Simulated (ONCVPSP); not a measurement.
# Pseudopotential generation for V: ONCV, PBE

Task: generate the file, and judge it by its errors in other configurations, its logarithmic derivatives, its ghosts and its cutoff.

Method: ONCVPSP 4.0.1, PBE, fully relativistic.

## Step 1: Settings

Typed settings, in words:

```json
{
  "element": "vanadium (V, Z = 23)",
  "type": "optimised norm-conserving Vanderbilt (ONCV)",
  "frozen core": "[Ne] 3s2",
  "valence charge": "11",
  "reference configuration": "3p6 3d3 4s2",
  "partial waves": "4s: rc 2.50 bohr, ncon 4, nbas 7, qcut 2.4 1/bohr, 2 projectors, debl 2.7 Ha; 3p: rc 0.90 bohr, ncon 3, nbas 7, qcut 10.2 1/bohr, 1 projector; 3d: rc 0.90 bohr, ncon 4, nbas 9, qcut 16.2 1/bohr, local",
  "local potential": "the d channel",
  "core correction": "Teter function, fcfact 1.75, rcfact 1.05"
}
```

The outer shells as boxes (Hund's rule for the drawing; the calculation is spin-unpolarised):

```
[Ne] core
3s [↑↓]
3p [↑↓][↑↓][↑↓]
3d [↑ ][↑ ][↑ ][  ][  ]
4s [↑↓]
```

The nodes and maxima of the atom's own shells, from an earlier all-electron run, set the scale for the radii.

All-electron outer shells of the reference configuration (PBE, scalar-relativistic, ld1.x):

```csv
shell,level (eV),outermost node (bohr),outermost maximum (bohr)
3s,-70.24,0.38,0.82
3p,-44.04,0.35,0.84
3d,-5.16,–,0.90
4s,-4.70,1.17,2.76
4p,-1.44,1.30,3.63
```

## Step 2: Generation

V.dat reads:

```
# ATOM AND REFERENCE CONFIGURATION
# atsym  z   nc   nv     iexc    psfile
  V 23.00    4    3        4      upf
#
#   n    l    f
    1    0    2.00
    2    0    2.00
    2    1    6.00
    3    0    2.00
    3    1    6.00
    3    2    3.00
    4    0    2.00
#
# PSEUDOPOTENTIAL AND OPTIMIZATION
# lmax
    2
#
#   l,   rc,      ep,       ncon, nbas, qcut
    0    2.50    0.00    4    7    2.40
    1    0.90    0.00    3    7   10.20
    2    0.90    0.00    4    9   16.20
#
# LOCAL POTENTIAL
# lloc, lpopt,  rc(5),   dvloc0
    2    5    0.90    0.00
#
# VANDERBILT-KLEINMAN-BYLANDER PROJECTORs
# l, nproj, debl
    0    2    2.70
    1    1    3.90
    2    0    3.70
#
# MODEL CORE CHARGE
# icmod, fcfact, rcfact
    3    1.75    1.05
#
# LOG DERIVATIVE ANALYSIS
# epsh1, epsh2, depsh
   -3.00    5.00    0.02
#
# OUTPUT GRID
# rlmax, drl
    6.00    0.01
#
# TEST CONFIGURATIONS
# ncnf
    4
# nvcnf
#   n    l    f
    3
    3    1    6.00
    3    2    3.00
    4    0    1.00
#
    3
    3    1    6.00
    3    2    3.00
    4    0    0.00
#
    3
    3    1    6.00
    3    2    2.00
    4    0    0.00
#
    3
    3    1    6.00
    3    2    2.00
    4    0    2.00
#
```

Run with:

```
$ oncvpspr.x < V.dat > V.out
```

Q: Predict the outcome of this session. Wanted: cutoffs for 1 and 0.1 mHa per electron, occupied waves; bound ghosts; GHOST(+) flags; largest miss of a reference level; largest test error; largest phase difference near zero energy, channels read; rms error of d²Exc/dn², without and with the model core.

The runs gave:

| quantity | value |
| --- | --- |
| cutoffs for 1 and 0.1 mHa per electron, occupied waves | 93 Ha and 109 Ha |
| bound ghosts | s at -307.39 eV |
| GHOST(+) flags | s at 78 eV |
| largest miss of a reference level | 41 meV (3d) |
| largest test error (AE − PS) | +170 meV, for 3p6 3d2 4s0 |
| largest phase difference near zero energy, channels read | 0.004 rad |
| rms error of d²Exc/dn², without and with the model core | 9.01 and 8.66 mHa |

What this shows: It has a bound ghost (s), a state that the atom doesn't have, and that rules the file out. Already in the reference configuration the 3d level is off by 41 meV: its channel is the local one, which carries no spin-orbit splitting. By total energies transferability is poor: the largest error is 170 meV on 50.9 eV, for 3p6 3d2 4s0. That test lies far up in energy; among those under 40 eV, nearer to bonding, the largest error is 61 meV. By its cutoff, 93 Ha for the looser tolerance, it is very hard. At the looser tolerance the 3d wave is the slowest; 3p needs 40 Ha. Near zero energy the phases of the channels with partial waves agree within 0.004 rad. The program also flags highly localised states, GHOST(+) (s).
